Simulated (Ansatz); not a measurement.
# Ga2PN: the band gap up the ladder of functionals

One table from this session's results is given with a row withheld; the runs are named, their logs left out.

The runs shown are made with Ansatz 0.2.0. PAW datasets, plane waves. The cell comes from a prototype generator: it can be a known phase or a hypothetical one. Spin polarisation is off.

## The system as given

The cell was relaxed beforehand with r2SCAN.

Space group I-42d (No. 122), tetragonal; conventional cell a = 4.990 Å, c = 9.815 Å, 15.27 Å³ an atom. Near N stand 4 Ga at 1.99 Å; near Ga stand 2 N at 1.99 Å and 2 P at 2.33 Å; near P stand 4 Ga at 2.33 Å.

As a file:

```cif
data_structure
_symmetry_space_group_name_H-M 'I-42d'
_symmetry_Int_Tables_number 122
_cell_length_a 4.9899
_cell_length_b 4.9899
_cell_length_c 9.8154
_cell_angle_alpha 90.000
_cell_angle_beta 90.000
_cell_angle_gamma 90.000
_cell_volume 244.39
loop_
_atom_site_label
_atom_site_type_symbol
_atom_site_symmetry_multiplicity
_atom_site_Wyckoff_symbol
_atom_site_fract_x
_atom_site_fract_y
_atom_site_fract_z
_atom_site_occupancy
N1 N 4 a 0.00000 0.50000 0.25000 1
Ga1 Ga 8 d 0.30820 0.75000 0.62500 1
P1 P 4 b 0.50000 0.00000 0.25000 1
```

Set-up of the first run:

The input, input.yaml:

```yaml
crystal:
  lattice:
    - [-2.4949347794, 2.4949347794, 4.9077079625]
    - [2.4949347794, -2.4949347794, 4.9077079625]
    - [2.4949347794, 2.4949347794, -4.9077079625]
  atoms:
    - { symbol: "N", position: [0.0, 0.0, 0.0] }
    - { symbol: Ga, position: [0.625, 0.6831978045, 0.5581978045] }
    - { symbol: "N", position: [0.25, 0.75, 0.5] }
    - { symbol: Ga, position: [0.9331978045, 0.375, 0.0581978045] }
    - { symbol: P, position: [0.5, 0.5, 0.0] }
    - { symbol: Ga, position: [0.125, 0.0668021955, 0.4418021955] }
    - { symbol: P, position: [0.75, 0.25, 0.5] }
    - { symbol: Ga, position: [0.3168021955, 0.875, -0.0581978045] }
kpoints:
  mp_grid: { grid: [8, 8, 8] }
  band_path:
    path:
      - [[0.0, 0.0, 0.0], [-6.83041534666e-19, 6.83041534666e-19, 0.5], [0.25, 0.25, 0.25], [-2.647731434066e-17, 0.5, 2.647731434066e-17], [0.0, 0.0, 0.0], [0.5, 0.5, -0.5], [0.3146101842358, 0.6853898157642, -0.3146101842358]]
      - [[-0.3146101842358, 0.3146101842358, 0.3146101842358], [0.0, 0.0, 0.0]]
      - [[-6.83041534666e-19, 6.83041534666e-19, 0.5], [-0.1292203684716, 0.1292203684716, 0.5]]
      - [[0.5, 0.5, -0.1292203684716], [0.5, 0.5, -0.5]]
    npoints: 10
hamiltonian:
  xc: pbe
scf:
  occupations: { method: fermi_dirac, width: 0.02 }
  n_extra_bands: 6
output:
  forces: true
  stress: true
  eigenvalues: true
```

Run with:

```
ansatz run input.yaml --threads 2 --pin off --max-ram 20275MiB --backend cpu --events-out ev --progress --plain --runs-dir out
```

Steps of the session up to this table: Band structure with PBE; r2SCAN at the same geometry; HSE06 at the same geometry; PBE+SOC at the same geometry; PBE0.

One table of the session follows, with a row left open; its other results are not shown here.

| level | gap (eV) |
| --- | --- |
| PBE | 1.35 |
| r2SCAN | 1.77 |
| HSE06 | 2.34 |
| PBE+SOC | 1.35 |
| PBE0 | ? |

Estimate the missing values for PBE0.

The run gave: gap (eV): 3.00. In the column «gap (eV)» it is the highest.

Meshes: PBE 8×8×8, r2SCAN 8×8×8, HSE06 4×4×4, PBE+SOC 8×8×8, PBE0 4×4×4

PBE reaches 58 % of the HSE06 value, and r2SCAN 75 %. PBE0 lies 0.66 eV above HSE06, which differs from it by screening the long-range exchange.

Caveats from the session: Warnings in the runs' records: stress scf threshold loose, stress exchange threshold loose.
